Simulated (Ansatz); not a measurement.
# WCl+ (nonet): wave-function methods side by side, def2-SVP

One table from this session's results is given with a row withheld; the runs are named, their logs left out.

The runs use Ansatz 0.2.0, Gaussian basis; def2-SVP, core rule «outside noble gas», up to 9 orbitals frozen.

The runs, in order: UHF; CCSD(T) on ROHF; CCSD(T) on UHF; CISD as a restricted active space (open shells left free, so some higher excitations enter); CCSDT(Q) on ROHF; CCSDT(Q) on UHF; CASSCF and MRCISD+Q, 12 electrons in 10 orbitals; CASSCF and NEVPT2, 12 electrons in 10 orbitals.

13 further runs of the same task are left out: 2 for a known fault of the program, 6 that didn't finish, 5 set aside as unsound or not needed. Runs told in other sessions of the task aren't counted.

## The system

The geometry is a PBE0/def2-TZVP stationary point (not a proven minimum) of the parent state, kept for this charge and spin. No spin-orbit coupling is included. Elements past krypton take def2 core potentials.

2 atoms, charge 1, spin multiplicity 9.

Atoms are counted from 1 here; the program's logs count them from 0.

Bond lengths: W1–Cl2 2.513 Å.

As a file:

```xyz
2
ClW
W     0.0000    0.0000    0.0000
Cl    0.0000    0.0000    2.5132
```

The first run:

Contents of in.yaml:

```yaml
crystal:
  periodic: [false, false, false]
  atoms:
    - {symbol: W, position_ang: [0.000000, 0.000000, 0.000000]}
    - {symbol: Cl, position_ang: [0.000000, 0.000000, 2.513200]}
basis:
  gaussian: {orbitals: def2-SVP}
total_charge: 1
magnetization: {spin_polarized: true, initial_magnetization: 8}
hamiltonian: {xc: hf}
output: {orbitals: {seedname: orbitals}}
```

Run with:

```bash
$ ansatz run in.yaml --threads 1 --pin off --events-out ev --progress --plain --max-ram 2393MiB
```

Steps of the session up to this table: UHF; CCSD(T) on ROHF; CCSD(T) on UHF; CISD as a restricted active space (open shells left free, so some higher excitations enter); CCSDT(Q) on ROHF; CCSDT(Q) on UHF; CASSCF and MRCISD+Q, 12 electrons in 10 orbitals; CASSCF and NEVPT2, 12 electrons in 10 orbitals.

One of the session's tables, all rows but one given; the rest of the session is left out.

It belongs to the step «Misses and costs». 

```
          method  from RCCSDT(Q) (kJ/mol)
            ROHF                   +483.0
             UHF                   +459.7
            RMP2                    +72.6
            UMP2                    +65.2
           RCCSD                     +7.7
           UCCSD                     -2.7
        RCCSD(T)                     +1.5
        UCCSD(T)                     -8.6
          RCCSDT                        ?
          UCCSDT                     -9.7
       RCCSDT(Q)                        0
       UCCSDT(Q)                    -10.0
  CASSCF valence                   +482.8
  NEVPT2 valence                   +119.9
  MRCISD valence                    +34.0
MRCISD+Q valence                     +0.3
```

Q: Estimate the row for RCCSDT from the others.

As computed: from RCCSDT(Q) (kJ/mol): +0.4. In the column «from RCCSDT(Q) (kJ/mol)» it lies between MRCISD+Q valence (+0.3) and RCCSD(T) (+1.5).

Not comparable, so not listed: CISD as a restricted active space (open shells left free, so some higher excitations enter) (they don't share determinant, frozen orbitals or solution with the rows shown, or repeat one).

Caveats from the session: Restricted and unrestricted rows rest on different reference determinants; a gap between their highest levels can come from leftover correlation error, from unlike frozen cores or from another state.
